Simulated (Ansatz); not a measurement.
Hf2Pd2Se2Br2O3:

```
CELL_PARAMETERS angstrom
5.60663 -0.09346 -0.01409
1.61393 5.33512 0.00251
1.36916 1.91529 8.31543
ATOMIC_POSITIONS crystal
Hf 0.23317 0.65161 0.02284
Hf 0.76683 0.34839 0.97716
Pd 0.00000 0.50000 0.50000
Pd 0.00000 0.00000 0.50000
Se 0.02419 0.33917 0.25331
Se 0.97581 0.66083 0.74669
Br 0.50000 0.50000 0.50000
Br 0.50000 0.00000 0.50000
O 0.44792 0.35724 0.92101
O 0.55208 0.64276 0.07899
O 0.00000 0.00000 0.00000
```

The cell was built by a generator and needn't be a form met in nature.

Base run:

| Item | Value |
| --- | --- |
| Program | Ansatz 0.2.0 |
| Functional | PBE |
| Potentials or basis | Ansatz PAW |
| Cutoff | 420 eV (not typed: the program's choice for these potentials) |
| k mesh | 5 × 5 × 4 |
| Occupations | fermi-dirac, width 0.05 eV |
| Spin | no spin polarisation |
| Hubbard terms | Hf d U = 2 eV, Pd d U = 2 eV |

Its results: band gap on the k mesh none (metal or under the smearing width); pressure 0.7 GPa; largest force 0.183 eV/Å.

Question: The run is repeated on the same cell with these changes: hubbard terms from Hf d U = 2 eV, Pd d U = 2 eV to none; hubbard projectors from ortho-atomic (the default) to none. What comes out?

Answer: Band gap on the k mesh none (metal or under the smearing width); pressure -0.1 GPa; largest force 0.036 eV/Å.

Caveats: U without spin polarisation on a metal has little footing (some runs).
